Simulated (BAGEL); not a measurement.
# GaNH3F (SMILES [NH2][GaH][F]): RI-MP2/aug-cc-pVDZ (density fitting with qzvpp-jkfit)

What is the energy change on altering one bond length of GaNH3F at RI-MP2/aug-cc-pVDZ (density fitting with qzvpp-jkfit)? 

Program for the calculation: BAGEL 1.2.2.

2 further runs of the same task are left out: 1 that didn't finish, 1 set aside as unsound or not needed.

### Step 1. The system as given

GaNH3F has 6 atoms, charge 0, and is taken as a singlet. As SMILES, `[NH2][GaH][F]`. The shape comes from GFN2-xTB, which is rough for such elements, and wasn't checked as a minimum.

Bond lengths: N1–Ga2 1.821 Å, Ga2–F3 1.739 Å, N1–H4 1.012 Å, N1–H5 1.016 Å, Ga2–H6 1.519 Å. Angles: N1–Ga2–F3 113.9°, N1–Ga2–H6 131.7°, F3–Ga2–H6 114.2°, Ga2–N1–H4 124.3°, Ga2–N1–H5 116.8°, H4–N1–H5 109.3°.

### Step 2. The energy at RI-MP2/aug-cc-pVDZ (density fitting with qzvpp-jkfit)

File input.json:

```json
{ "bagel" : [

{
  "title" : "molecule",
  "basis" : "aug-cc-pvdz.json",
  "df_basis" : "qzvpp-jkfit",
  "angstrom" : true,
  "geometry" : [
    { "atom" : "N", "xyz" : [      -0.697790,       0.231100,      -0.723710 ] },
    { "atom" : "Ga", "xyz" : [       0.403260,      -0.094600,       0.689280 ] },
    { "atom" : "F", "xyz" : [       1.149290,      -1.664870,       0.653660 ] },
    { "atom" : "H", "xyz" : [      -1.011610,       1.151980,      -1.000660 ] },
    { "atom" : "H", "xyz" : [      -0.562460,      -0.341490,      -1.551780 ] },
    { "atom" : "H", "xyz" : [       0.719320,       0.717880,       1.933200 ] }
  ]
},

{
  "title" : "hf"
},

{
  "title" : "mp2",
  "ncore" : 11
}

]}
```

The basis set aug-cc-pVDZ is read from a file made from the Basis Set Exchange's data (not shown).

On the command line:

```sh
$ BAGEL_NUM_THREADS=1 BAGEL input.json > input.out
```

Standard output:

```text
* using 1 threads per process

  ===============================================================
  ===============================================================

  *** Geometry ***

  { "atom" : "N", "xyz" : [     -1.318632,      0.436716,     -1.367614 ] },
  { "atom" : "Ga", "xyz" : [      0.762051,     -0.178768,      1.302550 ] },
  { "atom" : "F", "xyz" : [      2.171843,     -3.146148,      1.235238 ] },
  { "atom" : "H", "xyz" : [     -1.911666,      2.176927,     -1.890973 ] },
  { "atom" : "H", "xyz" : [     -1.062895,     -0.645323,     -2.932439 ] },
  { "atom" : "H", "xyz" : [      1.359318,      1.356597,      3.653219 ] },

  Number of auxiliary basis functions:      474

  Since a DF basis is specified, we compute 2- and 3-index integrals:
    o Being stored without compression. Storage requirement is 0.045 GB

  Number of basis functions:      109
  Number of electrons      :       50

    * METHOD: MOLECULE                             0.83

  *** RHF ***

  === Nuclear Repulsion ===
   196.7470133965

      * DIIS with orbital gradients will be used.

  === RHF iteration (aug-cc-pvdz.json) ===
      0      -2078.34009435          0.02732015           0.18
      1      -2078.62509046          0.02469670           0.22
      2      -2078.93153628          0.00254746           0.19
      3      -2078.93550328          0.00042313           0.17
      4      -2078.93563653          0.00010529           0.18
      5      -2078.93564590          0.00002641           0.17
      6      -2078.93564669          0.00001163           0.17
      7      -2078.93564683          0.00000579           0.17
      8      -2078.93564686          0.00000153           0.17
      9      -2078.93564686          0.00000037           0.25
     10      -2078.93564686          0.00000010           0.20
     11      -2078.93564686          0.00000003           0.20
     12      -2078.93564686          0.00000001           0.19
    * SCF iteration converged.

    * Permanent dipole moment:
           (    0.294849,    -1.035089,     0.312215) a.u.

    * METHOD: HF                                   3.03

  *** RHF ***

  === Nuclear Repulsion ===
   196.7470133965

      * DIIS with orbital gradients will be used.

  === RHF iteration (aug-cc-pvdz.json) ===
      0      -2078.93564686          0.00000000           0.19
    * SCF iteration converged.

    * Permanent dipole moment:
           (    0.294849,    -1.035089,     0.312215) a.u.

  === DF-MP2 calculation ===

    * freezing 11 orbitals
    * 3-index integral transformation done
    * assembly done

      MP2 correlation energy:   -0.4896679546      0.14

      MP2 total energy:       -2079.4253148187

    * METHOD: MP2                                  0.61

  ===============================================================
```

It took 5.1 s on 1 thread of Intel Xeon at 2.50GHz (Skylake/Cascade Lake), shared host; peak memory 0.14 GiB.

### Step 3. The distorted shape at the same level

File input.json:

```json
{ "bagel" : [

{
  "title" : "molecule",
  "basis" : "aug-cc-pvdz.json",
  "df_basis" : "qzvpp-jkfit",
  "angstrom" : true,
  "geometry" : [
    { "atom" : "N", "xyz" : [      -0.792609,      -0.012645,      -1.096888 ] },
    { "atom" : "Ga", "xyz" : [       0.308441,      -0.338345,       0.316102 ] },
    { "atom" : "F", "xyz" : [       1.054471,      -1.908615,       0.280482 ] },
    { "atom" : "H", "xyz" : [      -1.106429,       0.908235,      -1.373838 ] },
    { "atom" : "H", "xyz" : [      -0.657279,      -0.585235,      -1.924958 ] },
    { "atom" : "H", "xyz" : [       0.719320,       0.717880,       1.933200 ] }
  ]
},

{ "title" : "hf" },

{ "title" : "mp2", "ncore" : 11 }

]}
```

The basis set aug-cc-pVDZ is read from a file made from the Basis Set Exchange's data (not shown).

On the command line:

```sh
$ BAGEL_NUM_THREADS=1 BAGEL input.json > input.out
```

Standard output:

```text
* using 1 threads per process

  ===============================================================
  ===============================================================

  *** Geometry ***

  { "atom" : "N", "xyz" : [     -1.497814,     -0.023896,     -2.072818 ] },
  { "atom" : "Ga", "xyz" : [      0.582869,     -0.639379,      0.597346 ] },
  { "atom" : "F", "xyz" : [      1.992661,     -3.606760,      0.530034 ] },
  { "atom" : "H", "xyz" : [     -2.090848,      1.716315,     -2.596178 ] },
  { "atom" : "H", "xyz" : [     -1.242077,     -1.105934,     -3.637643 ] },
  { "atom" : "H", "xyz" : [      1.359318,      1.356597,      3.653219 ] },

  Number of auxiliary basis functions:      474

  Since a DF basis is specified, we compute 2- and 3-index integrals:
    o Being stored without compression. Storage requirement is 0.045 GB

  Number of basis functions:      109
  Number of electrons      :       50

    * METHOD: MOLECULE                             0.73

  *** RHF ***

  === Nuclear Repulsion ===
   193.8683102143

      * DIIS with orbital gradients will be used.

  === RHF iteration (aug-cc-pvdz.json) ===
      0      -2078.24744634          0.02847120           0.20
      1      -2078.52547072          0.02746283           0.20
      2      -2078.89733906          0.00298674           0.24
      3      -2078.90353670          0.00053669           0.19
      4      -2078.90378931          0.00017054           0.19
      5      -2078.90380815          0.00005802           0.17
      6      -2078.90381148          0.00002206           0.17
      7      -2078.90381202          0.00000731           0.17
      8      -2078.90381209          0.00000234           0.20
      9      -2078.90381210          0.00000073           0.18
     10      -2078.90381210          0.00000024           0.20
     11      -2078.90381210          0.00000008           0.19
     12      -2078.90381210          0.00000003           0.17
     13      -2078.90381210          0.00000001           0.19
     14      -2078.90381210          0.00000000           0.19
    * SCF iteration converged.

    * Permanent dipole moment:
           (    0.368407,    -0.865477,     0.571131) a.u.

    * METHOD: HF                                   3.48

  *** RHF ***

  === Nuclear Repulsion ===
   193.8683102143

      * DIIS with orbital gradients will be used.

  === RHF iteration (aug-cc-pvdz.json) ===
      0      -2078.90381210          0.00000000           0.16
    * SCF iteration converged.

    * Permanent dipole moment:
           (    0.368407,    -0.865477,     0.571131) a.u.

  === DF-MP2 calculation ===

    * freezing 11 orbitals
    * 3-index integral transformation done
    * assembly done

      MP2 correlation energy:   -0.4904648294      0.14

      MP2 total energy:       -2079.3942769261

    * METHOD: MP2                                  0.54

  ===============================================================
```

It took 5.4 s on 1 thread of Intel Xeon at 2.50GHz (Skylake/Cascade Lake), shared host; peak memory 0.15 GiB.

### Step 4. What came out

Level: RI-MP2/aug-cc-pVDZ (density fitting with qzvpp-jkfit), 11 core orbitals frozen.

```
                                                          quantity           value
                                         first shape: total energy  -2079.42531 Eh
         first shape: correlation energy (11 core orbitals frozen)      -489.7 mEh
                                     distorted shape: total energy  -2079.39428 Eh
     distorted shape: correlation energy (11 core orbitals frozen)      -490.5 mEh
energy change with the Ga2–H6 bond stretched from 1.519 to 1.975 Å        0.845 eV
```

What this shows: With the Ga2–H6 bond stretched from 1.519 to 1.975 Å the energy rises by 0.84 eV (19.5 kcal/mol). The first shape isn't relaxed at this level, so the change isn't measured from a minimum.
